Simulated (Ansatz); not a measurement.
# SiGeO (triplet): wave-function methods side by side, cc-pVDZ

An exercise on one series of results from a longer session: the logs are not shown, and one member is left open.

The runs use Ansatz 0.2.0, Gaussian basis; cc-pVDZ, core rule «outside noble gas», up to 20 orbitals frozen.

To be run: UHF; CCSD(T) on ROHF; CCSD(T) on UHF; BCCD(T) on ROHF; CISD; CCSDT(Q) on ROHF; CCSDT(Q) on UHF.

11 further runs of the same task are left out: 7 for a known fault of the program, 4 set aside as unsound or not needed.

## What is computed

The geometry is a PBE0/def2-TZVP stationary point (not a proven minimum) of the parent state, kept for this charge and spin. No spin-orbit coupling is included. The filled d shell of Ge may be among the frozen orbitals whatever the setting's name suggests; the logs give the count.

3 atoms, charge 0, spin multiplicity 3.

Atoms are counted from 1 here; the program's logs count them from 0.

Bond lengths: O1–Ge2 1.628 Å, Ge2–Si3 2.311 Å. Angles: O1–Ge2–Si3 180.0°.

Set-up of the first run:

in.yaml reads:

```yaml
crystal:
  periodic: [false, false, false]
  atoms:
    - {symbol: O, position_ang: [0.000000, 0.000000, -1.855228]}
    - {symbol: Ge, position_ang: [0.000000, 0.000000, -0.227715]}
    - {symbol: Si, position_ang: [0.000000, 0.000000, 2.082943]}
basis:
  gaussian: {orbitals: cc-pVDZ}
magnetization: {spin_polarized: true, initial_magnetization: 2}
hamiltonian: {xc: hf}
output: {orbitals: {seedname: orbitals}}
```

Command:

```bash
$ ansatz run in.yaml --threads 1 --pin off --events-out ev --progress --plain --max-ram 2816MiB --backend cpu
```

Steps of the session up to this table: UHF; CCSD(T) on ROHF; CCSD(T) on UHF; BCCD(T) on ROHF; CISD; CCSDT(Q) on ROHF; CCSDT(Q) on UHF.

One of the session's tables, all rows but one given; the rest of the session is left out.

| method | from RCCSDT(Q) (kcal/mol) |
| --- | --- |
| ROHF | +239.15 |
| UHF | +235.61 |
| RMP2 | +20.71 |
| UMP2 | +22.08 |
| RCCSD | +13.81 |
| UCCSD | +13.69 |
| RCCSD(T) | +1.92 |
| UCCSD(T) | +2.08 |
| BCCD(T) | ? |
| RCCSDT | +0.96 |
| UCCSDT | +0.97 |
| RCCSDT(Q) | 0 |
| UCCSDT(Q) | -0.88 |

Estimate the missing values for BCCD(T).

**Answer.** from RCCSDT(Q) (kcal/mol): +1.65. In the column «from RCCSDT(Q) (kcal/mol)» it lies between UCCSDT (+0.97) and RCCSD(T) (+1.92).

Not comparable, so not listed: CISD (they don't share determinant, frozen orbitals or solution with the rows shown, or repeat one).

Caveats from the session: Restricted and unrestricted rows rest on different reference determinants; where their highest levels disagree by more than a few hundredths of an eV, they describe different states and don't form one ladder.
